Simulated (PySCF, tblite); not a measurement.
# Ge31H36: electronic excitations

Aim: compute the electronic excitations of Ge31H36.

Programs: tblite 0.8.0 and PySCF 2.14.0, with routines of our own; each step states its level. All values are computed. Atoms count from 0.

## (1) The system as given

67 atoms, charge 0, multiplicity 1; geometry from: force field, distance geometry or constructed start.

## (2) Relaxing the molecule with GFN2-xTB

Job settings and geometry (Å):

```
{"job": {"kind": "relax", "xc": "GFN2-xTB", "basis": "xTB"}, "charge": 0, "multiplicity": 1}
Ge    -3.339100     0.722200     1.668300
Ge    -3.347200     0.726600    -0.787000
Ge    -3.338800     3.031600    -1.595800
Ge    -3.344700     3.038300     2.480400
Ge     0.655800     0.722800    -4.860000
Ge     2.654000    -0.431400    -1.599400
Ge     2.657400    -0.429200    -4.050000
Ge     2.660700    -2.738100    -4.861900
Ge    -1.340900    -0.433000    -1.597200
Ge    -1.346400    -0.431700    -4.045100
Ge    -1.345700    -2.742000    -4.865500
Ge     0.654300    -3.897700    -1.596800
Ge     0.653400    -3.895000    -4.041700
Ge     0.659000     0.723400     5.750500
Ge     0.654600     0.729100     1.670100
Ge     2.655400    -0.430300     4.942800
Ge     0.657200     0.725900    -0.779200
Ge     2.656200    -0.434300     2.485600
Ge     2.656700    -2.739000     1.672400
Ge     2.660100    -2.739900    -0.777400
Ge    -1.345900    -0.427100     4.938000
Ge    -1.344500    -0.429400     2.486400
Ge    -1.340200    -2.736200     1.676500
Ge    -1.347800    -2.745100    -0.781600
Ge     0.657300    -3.893100     2.487500
Ge     0.650700     3.033000    -1.594300
Ge     0.657500     3.036200    -4.047400
Ge    -1.344200     4.189400     1.671100
Ge     0.657400     3.034300     4.934500
Ge    -1.342500     4.189200    -0.776700
Ge     0.660400     3.034500     2.485500
H     -4.595100     0.004000     2.180100
H     -4.594200     0.002800    -1.292000
H     -3.341900     3.032600    -3.123100
H     -4.592000     3.756900    -1.090100
H     -4.592700     3.757300     1.973700
H     -3.344800     3.034000     4.012500
H      0.657700     0.726500    -6.396000
H      3.907600     0.286400    -1.086900
H      3.901700     0.293700    -4.555500
H      2.657200    -2.743100    -6.389600
H      3.912400    -3.467700    -4.349700
H     -2.587900     0.291300    -4.560300
H     -2.590200    -3.462600    -4.355200
H     -1.347300    -2.739100    -6.391000
H      0.654900    -5.336600    -1.090200
H      0.659200    -5.338100    -4.557300
H      0.656500     0.726600     7.285500
H      3.908100     0.290700     5.446700
H      2.659200    -1.872700     5.448500
H      3.905600     0.283000     1.979700
H      3.913100    -3.460800     2.179600
H      3.906100    -3.462500    -1.290000
H     -2.596200     0.288700     5.443500
H     -1.342900    -1.874300     5.448000
H     -2.593300    -3.459100     2.180500
H     -2.586200    -3.467800    -1.292000
H      0.659500    -3.888100     4.015900
H      0.656900    -5.338900     1.980600
H      1.905200     3.757100    -1.087800
H      1.902300     3.756000    -4.555200
H     -0.588500     3.754800    -4.558600
H     -1.341900     5.632000     2.180700
H      1.905900     3.758600     5.447600
H     -0.586700     3.758400     5.448500
H     -1.348500     5.633100    -1.288800
H      1.908500     3.758200     1.975400
```

Command:

```
$ OMP_NUM_THREADS=8 python large_run.py task.json out
```

This one command runs all jobs of the session in turn.

Standard output:

```text
step      E/eV     max force
  0   -2139.17945    0.668
  1   -2139.27320    0.521
  2   -2139.45385    0.303
  3   -2139.48186    0.270
  4   -2139.54893    0.207
  5   -2139.55750    0.165
  6   -2139.57324    0.148
  7   -2139.58500    0.164
  8   -2139.59536    0.151
  9   -2139.60113    0.126
 10   -2139.60680    0.139
 11   -2139.61313    0.156
 12   -2139.62038    0.182
 13   -2139.62849    0.234
 14   -2139.63793    0.228
 15   -2139.64737    0.161
 16   -2139.65458    0.107
 17   -2139.65890    0.073
 18   -2139.66137    0.067
 19   -2139.66329    0.060
 20   -2139.66506    0.066
 21   -2139.66678    0.064
 22   -2139.66875    0.078
 23   -2139.67122    0.091
 24   -2139.67399    0.097
 25   -2139.67654    0.087
 26   -2139.67857    0.066
 27   -2139.68019    0.053
 28   -2139.68147    0.046
 29   -2139.68232    0.040
 30   -2139.68286    0.042
 31   -2139.68336    0.037
 32   -2139.68391    0.036
 33   -2139.68446    0.032
 34   -2139.68493    0.037
 35   -2139.68533    0.034
 36   -2139.68574    0.026
 37   -2139.68610    0.027
 38   -2139.68636    0.024
 39   -2139.68654    0.022
 40   -2139.68667    0.019
```

It took 21 s on 8 threads of Arm Neoverse V1, shared host; peak memory 0.14 GiB.

Along the way:

```csv
step,energy from step 0 (eV),largest force (eV/Å)
0,0.0000,0.6675
1,-0.0938,0.5209
2,-0.2744,0.3024
3,-0.3024,0.2697
4,-0.3695,0.2072
5,-0.3780,0.1642
6,-0.3938,0.1482
7,-0.4055,0.1644
8,-0.4159,0.1510
10,-0.4273,0.1386
13,-0.4490,0.2340
15,-0.4679,0.1610
18,-0.4819,0.0672
20,-0.4856,0.0659
23,-0.4918,0.0907
25,-0.4971,0.0870
28,-0.5020,0.0460
30,-0.5034,0.0422
33,-0.5050,0.0324
36,-0.5063,0.0263
37,-0.5066,0.0278
38,-0.5069,0.0237
39,-0.5071,0.0217
40,-0.5072,0.0193
```

Close pairs (by a distance rule), those that changed most:

```csv
bond,before (Å),after (Å),change (Å)
Ge8–Ge16,2.450,2.521,+0.070
Ge14–Ge16,2.449,2.517,+0.067
Ge14–Ge21,2.450,2.516,+0.066
Ge8–Ge9,2.448,2.493,+0.045
Ge5–Ge16,2.449,2.492,+0.042
Ge16–Ge25,2.447,2.485,+0.038
Ge14–Ge30,2.445,2.483,+0.038
Ge13–Ge28,2.451,2.414,-0.037
```

The end geometry stands in the next job.

## (3) Electronic excitations: TDDFT PBE/def2-SVP

Job settings and geometry (Å):

```
{"job": {"kind": "uv", "basis": "def2-SVP", "grid": 1, "kgrid": 0, "vcut": null, "nstates": 6, "ntriplets": 2, "tda": false, "delta": ["ip_vertical"], "pop": true, "xc": "PBE"}, "charge": 0, "multiplicity": 1}
Ge    -3.364537     0.784332     1.685318
Ge    -3.356375     0.779481    -0.777050
Ge    -3.330480     3.068084    -1.596571
Ge    -3.338113     3.075225     2.495960
Ge     0.688145     0.793019    -4.931390
Ge     2.628606    -0.507597    -1.704627
Ge     2.639556    -0.479056    -4.171413
Ge     2.637341    -2.775286    -4.958522
Ge    -1.401262    -0.452039    -1.654546
Ge    -1.272396    -0.467579    -4.144456
Ge    -1.299215    -2.763795    -4.941876
Ge     0.686065    -3.920962    -1.707128
Ge     0.668550    -3.942799    -4.165850
Ge     0.697541     0.758897     5.868726
Ge     0.639833     0.723648     1.699777
Ge     2.650547    -0.387761     5.034786
Ge     0.659322     0.734159    -0.816724
Ge     2.602935    -0.500768     2.608734
Ge     2.666946    -2.773538     1.704244
Ge     2.645518    -2.778895    -0.752549
Ge    -1.264311    -0.374270     5.010407
Ge    -1.409182    -0.455222     2.561988
Ge    -1.293012    -2.775836     1.711550
Ge    -1.269584    -2.764261    -0.750657
Ge     0.692791    -3.909945     2.524878
Ge     0.556575     3.069194    -1.660590
Ge     0.685204     3.063805    -4.086844
Ge    -1.372576     4.240912     1.689063
Ge     0.683625     3.019442     5.023297
Ge    -1.385497     4.252810    -0.763976
Ge     0.552935     3.036917     2.598094
H     -4.645576     0.091915     2.181108
H     -4.633862     0.098962    -1.296829
H     -3.359366     3.097733    -3.118403
H     -4.622472     3.788515    -1.242907
H     -4.630319     3.788801     2.127560
H     -3.387930     3.093283     4.017727
H      0.666034     0.776986    -6.471303
H      3.870426     0.243693    -1.197130
H      3.930414     0.207695    -4.645865
H      2.778123    -2.854975    -6.469490
H      3.902447    -3.475399    -4.489573
H     -2.541806     0.226305    -4.673610
H     -2.562850    -3.462845    -4.473452
H     -1.434376    -2.839843    -6.454351
H      0.664514    -5.366454    -1.173617
H      0.676880    -5.389030    -4.682770
H      0.665398     0.746031     7.401211
H      3.945455     0.219540     5.548395
H      2.719911    -1.804517     5.589235
H      3.847758     0.236710     2.080049
H      3.919262    -3.504441     2.219458
H      3.921671    -3.469020    -1.277991
H     -2.537143     0.248581     5.571347
H     -1.354464    -1.793404     5.560718
H     -2.539014    -3.546734     2.179458
H     -2.531608    -3.494282    -1.250830
H      0.691459    -3.979313     4.045249
H      0.667924    -5.381029     2.140974
H      1.828328     3.775608    -1.158880
H      1.866669     3.847310    -4.637792
H     -0.496146     3.814950    -4.684882
H     -1.385027     5.676555     2.239286
H      1.861731     3.834175     5.530976
H     -0.505809     3.787284     5.584510
H     -1.387176     5.690397    -1.312967
H      1.822546     3.734920     2.073651
```

Level: TDDFT PBE/def2-SVP, vertical, gas phase, core orbitals frozen in the response.

Standard output:

```text
start: PBE on a coarse grid of 294392 points
cycle   1  E = -64391.1528182354  dE = -1.512e+01  |g| = 2.516e+00  |ddm| = 1.086e+01
cycle   2  E = -64390.8256824550  dE =  3.271e-01  |g| = 3.045e+00  |ddm| = 4.165e+00
cycle   3  E = -64391.6536844207  dE = -8.280e-01  |g| = 3.401e-01  |ddm| = 2.897e+00
cycle   4  E = -64391.6917173280  dE = -3.803e-02  |g| = 1.075e-01  |ddm| = 7.393e-01
cycle   5  E = -64391.6944990485  dE = -2.782e-03  |g| = 6.246e-02  |ddm| = 2.732e-01
cycle   6  E = -64391.6957707663  dE = -1.272e-03  |g| = 1.355e-02  |ddm| = 1.250e-01
cycle   7  E = -64391.6958398664  dE = -6.910e-05  |g| = 6.936e-03  |ddm| = 3.445e-02
final grid: 294392 points
cycle   8  E = -64391.6957411457  dE =  9.872e-05  |g| = 1.631e-02  |ddm| = 3.934e-02
cycle   9  E = -64391.6952495922  dE =  4.916e-04  |g| = 4.136e-02  |ddm| = 9.867e-02
cycle  10  E = -64391.6958197907  dE = -5.702e-04  |g| = 5.103e-03  |ddm| = 7.395e-02
cycle  11  E = -64391.6958451737  dE = -2.538e-05  |g| = 9.050e-04  |ddm| = 9.534e-03
cycle  12  E = -64391.6958291699  dE =  1.600e-05  |g| = 1.401e-04  |ddm| = 1.660e-03
cycle  13  E = -64391.6958402299  dE = -1.106e-05  |g| = 4.313e-05  |ddm| = 2.942e-04
cycle  14  E = -64391.6958299962  dE =  1.023e-05  |g| = 2.860e-05  |ddm| = 1.457e-04
cycle  15  E = -64391.6958395463  dE = -9.550e-06  |g| = 6.386e-06  |ddm| = 7.351e-05
converged SCF energy = -64391.6958395463
Vertical ionisation energy (delta-SCF) = 6.9010 eV   <S^2> = 0.750

Static polarisability (au): isotropic 1027.149, principal 808.890 1028.784 1243.772

Singlet excitations
state   eV       nm        f      main configurations
  1   3.3397    371.2   0.00091   H->L 0.99
  2   3.4139    363.2   0.00259   H->L+1 0.98
  3   3.4374    360.7   0.00210   H-1->L 0.99
  4   3.4692    357.4   0.00136   H-2->L 0.97
  5   3.5160    352.6   0.00433   H-1->L+1 0.92
  6   3.5236    351.9   0.00094   H->L+2 0.90

Triplet excitations (Tamm-Dancoff, eV): 3.2503 3.3058
```

Wall time 3.3 min (8 threads of Arm Neoverse V1, shared host); peak memory 6.8 GiB.

The orbitals next to the gap, with their largest atomic shares:

```csv
orbital,eV,atoms
HOMO−4,-6.06,"Ge22 8 %, Ge23 7 %, Ge14 6 %"
HOMO−3,-5.92,"Ge11 11 %, Ge19 9 %, Ge23 7 %"
HOMO−2,-5.76,"Ge14 11 %, Ge16 11 %, Ge9 7 %"
HOMO−1,-5.73,"Ge8 14 %, Ge16 14 %, Ge21 11 %"
HOMO,-5.64,"Ge16 7 %, Ge30 6 %, Ge25 6 %"
LUMO,-2.34,"Ge14 7 %, Ge21 7 %, Ge8 6 %"
LUMO+1,-2.28,"Ge16 12 %, Ge14 10 %, Ge5 7 %"
LUMO+2,-2.15,"Ge18 8 %, Ge17 6 %, Ge19 6 %"
LUMO+3,-2.06,"Ge11 7 %, Ge19 5 %, Ge29 5 %"
```

With each of the 6 states as a Gaussian band of 0.4 eV half-width at 1/e, the curve within the window shown has maxima at 358 nm (ε 490) L/(mol cm). Beyond the last state computed it falls off for lack of states. The curve at chosen wavelengths:

nm, ε (L/mol/cm) and a bar:
```
      324        223 #############
      329        281 #################
      334        338 #####################
      339        390 ########################
      344        434 ###########################
      350        469 #############################
      355        484 ##############################
      360        485 ##############################
      365        472 #############################
      370        449 ############################
      375        417 ##########################
      380        379 #######################
      385        338 #####################
      391        288 #################
      396        248 ###############
      401        210 ############
      406        175 ##########
      411        145 ########
      416        118 ######
      421         95 #####
      426         76 ####
      432         58 ##
      437         45 ##
      442         35 #
      447         28 
      452         21
```

Further results of this job:

```csv
property,computed
dipole moment (D),0.32
polarisability (Å³),152.21
HOMO–LUMO gap (eV),3.30
−ε(HOMO) (eV),5.64
```

## (4) Results

| quantity | value |
| --- | --- |
| lowest singlet (PBE/def2-SVP) | 3.34 eV (371 nm), f = 0.001 |
| brightest single state of those computed | state 5, 3.52 eV, f = 0.004 |
| lowest triplet | 3.25 eV |

What this shows: The lowest singlet, at 3.34 eV, is HOMO→LUMO 0.99 and is dark; of the 6 states computed, the strongest absorption comes from states 5 to 6 together at 3.52 eV (the last computed, so partners may be missing). The lowest triplet lies 0.09 eV below the lowest singlet (triplets in Tamm-Dancoff, singlets in full TDDFT).
